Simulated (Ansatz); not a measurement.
# HfN: the cost of one run

Computed with Ansatz 0.2.0 (DFT PBEsol, scalar-relativistic, plane waves, PAW, unless a step's input says otherwise).

3 further runs of the same task are left out: 3 set aside as unsound or not needed.

## (1) Starting point

It takes space group Fm-3m (No. 225, cubic). The conventional cell has a = 4.502 Å, b = 4.502 Å, c = 4.502 Å, α = 90.00°, β = 90.00°, γ = 90.00°. Hf (site symmetry m-3m) is surrounded by 6 N at 2.25 Å. Around N (site symmetry m-3m) lie 6 Hf at 2.25 Å.

Coordinates:

```
Hf N
1.0
     0.00000    2.25116    2.25116
     2.25116    0.00000    2.25116
     2.25116    2.25116    0.00000
Hf N
1 1
Direct
  0.00000 0.00000 0.00000
  0.50000 0.50000 0.50000
```

It is the result of an earlier relaxation at this level (volume 11.41 Å³/atom; gap on the mesh: none (metal)).

## (2) The cell under 1 GPa

At a set pressure the run lowers the enthalpy E + PV, so the energy alone may rise along the way.

The input, input.yaml:

```yaml
crystal:
  lattice:
    - [0.0, 2.2511619679, 2.2511619679]
    - [2.2511619679, 0.0, 2.2511619679]
    - [2.2511619679, 2.2511619679, 0.0]
  atoms:
    - { symbol: Hf, position: [0.0, 0.0, 0.0] }
    - { symbol: "N", position: [0.5, 0.5, 0.5] }
basis:
  ecutwfc: 420
kpoints:
  mp_grid: { grid: [16, 16, 16] }
hamiltonian:
  xc: pbesol
scf:
  occupations: { method: fermi_dirac, width: 0.15 }
output:
  forces: true
  stress: true
  eigenvalues: true
relax:
  adjacent_minimum: "off"
  f_tol: 0.001
  max_steps: 60
  cell: { stress_tol: 0.02, p_target: 1.0 }
```

On the command line:

```bash
$ ansatz run input.yaml --threads 1 --pin off --max-ram 3072MiB --backend cpu --events-out ev --progress --plain --runs-dir out
```

Q: Estimate wall time and peak memory on 1 thread of Arm Neoverse V1, shared host.

About 18 s, with a peak of 0.36 GiB.
